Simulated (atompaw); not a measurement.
# Pseudopotential generation for Rh: PAW (atompaw), PBEsol

Aim: build the potential from the settings below, then test how well it stands in for the atom: scattering, ghost states and the plane-wave cutoff that it needs.

Method: atompaw 4.2.0.5, PBEsol, scalar-relativistic.

## 1. Settings

The settings as typed:

- element: rhodium (Rh, Z = 45)
- type: PAW
- frozen core: [Kr]
- valence charge: 9
- reference configuration: 4d6 5s0 5p0 (charge +3)
- partial waves: 5s (bound, empty): rc 2.20 bohr; 5s channel at -1.5 Ry: rc 2.20 bohr; 5p (bound, empty): rc 2.20 bohr; 5p channel at -1.3 Ry: rc 2.20 bohr; 4d (bound): rc 1.65 bohr; 4d channel at 1.35 Ry: rc 2.20 bohr
- local potential: bessel scheme, radius 1.65 bohr
- core correction: smooth core density matched at 2.00 bohr
- augmentation charge: besselshape compensation charge, radius 1.75 bohr; PAW radius 2.20 bohr; waves and projectors: custom polynom2 7 10 vanderbiltortho

The outer shells as boxes (Hund's rule for the drawing; the calculation is spin-unpolarised):

```
[Kr] core
4d [↑↓][↑ ][↑ ][↑ ][↑ ]
5s [  ]
5p [  ][  ][  ]
```

The nodes and maxima of the atom's own shells, from an earlier all-electron run, set the scale for the radii.

All-electron outer shells of the reference configuration (PBEsol, scalar-relativistic, ld1.x):

```json
{"shell": "4p", "level (eV)": "-86.01", "outermost node (bohr)": "0.47", "outermost maximum (bohr)": "0.94"}
{"shell": "4d", "level (eV)": "-39.49", "outermost node (bohr)": "0.46", "outermost maximum (bohr)": "1.11"}
{"shell": "5s", "level (eV)": "-29.56", "outermost node (bohr)": "1.16", "outermost maximum (bohr)": "2.21"}
{"shell": "5p", "level (eV)": "-22.44", "outermost node (bohr)": "1.28", "outermost maximum (bohr)": "2.57"}
{"shell": "4f", "level (eV)": "-9.66", "outermost node (bohr)": "–", "outermost maximum (bohr)": "3.60"}
```

## 2. Generating the potential

Rh.input

```
Rh 45
GGA-PBESOL scalarrelativistic loggrid 1500 logderivrange -5 5 251
5 5 4 0 0 0
5 0 0
5 1 0
4 2 6
0 0 0
c
c
c
c
v
c
c
c
v
c
v
2
2.20 1.75 1.65 2.00
y
-1.5
n
y
-1.3
n
y
1.35
n
custom polynom2 7 10 vanderbiltortho besselshape
bessel
2.20
2.20
2.20
2.20
1.65
2.20
PWSCFOUT
UPFDX 0.0125d0 UPFXMIN -7.d0 UPFZMESH 45.d0
END
```

Command:

```sh
$ atompaw < Rh.input > Rh.log
```

Before running it: what results should come out? Wanted: cutoffs for 10 and 1 mRy, occupied levels; bound ghosts; largest phase difference near zero energy, channels read; lowest eigenvalue of the overlap; share of valence orbitals outside the PAW sphere; UPF file.

As calculated:

```
                                                quantity                            value
               cutoffs for 10 and 1 mRy, occupied levels                 40 Ry and 230 Ry
                                            bound ghosts  s at -132.49 eV, p at -72.26 eV
largest phase difference near zero energy, channels read                        0.006 rad
         lowest eigenvalue of the overlap (Bessel basis)                        0.144 (s)
        share of valence orbitals outside the PAW sphere         5s 61 %, 5p 77 %, 4d 8 %
                                                UPF file                          written
```

It has a bound ghost (s, p), a state that the atom doesn't have, and that rules the file out. The potential is of middling hardness: the looser tolerance needs 40 Ry. The tighter tolerance needs 230 Ry, and converged work needs a cutoff nearer that. Near zero energy the phases of the channels with partial waves agree within 0.006 rad. These are tests on the free atom; a crystal test is still owed.
